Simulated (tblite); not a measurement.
# C5H10AlBrO: the cost of one run

The runs use tblite 0.8.0 and PySCF 2.14.0, with density-fitted response routines of our own; the level of theory stands in each step. All values are computed, except where a source is named. Atoms are numbered from 0 throughout.

## (1) The molecule as given

18 atoms, charge 0, multiplicity 1; geometry from: force field or distance geometry start.

Bonds of the start (Å): C0–C1 1.34, C1–C2 1.49, C2–C3 1.54, C1–Al4 1.99, Al4–Br5 2.37, Al4–O6 1.86, O6–C7 1.40, C0–H8 1.09, C0–H9 1.07, C2–H10 1.11, C2–H11 1.11, C3–H12 1.11, C3–H13 1.10, C3–H14 1.12, C7–H15 1.12, C7–H16 1.11, C7–H17 1.11.

## (2) Relaxing the molecule with GFN2-xTB

The job: settings as JSON, then the geometry in Å.

```
{"job": {"kind": "relax", "xc": "GFN2-xTB", "basis": "xTB"}, "charge": 0, "multiplicity": 1}
C      1.027300     1.538500     0.140200
C      0.068400     0.751100     0.647600
C     -1.291800     1.275800     0.974000
C     -2.216100     1.178800    -0.253900
Al     0.455300    -1.183400     0.933300
Br    -1.253800    -2.632500     1.708300
O      2.122900    -1.860300     0.477300
C      2.134000    -2.236300    -0.866700
H      0.826300     2.590000    -0.040900
H      1.997000     1.151000    -0.103700
H     -1.242600     2.340700     1.289700
H     -1.747700     0.702400     1.814400
H     -2.324700     0.111300    -0.546700
H     -1.799600     1.762100    -1.093700
H     -3.224200     1.575700     0.011300
H      1.382700    -3.045400    -1.056100
H      3.131500    -2.641900    -1.116300
H      1.946200    -1.371500    -1.535200
```

Command:

```
$ OMP_NUM_THREADS=1 python probes_run.py task.json out
```

The driver reads the jobs from task.json and runs them one after another.

Q: Estimate the wall time and peak memory of this first job on 1 thread of Intel Xeon at 2.50GHz, shared host.

About 3.4 s, with a peak of 0.18 GiB.
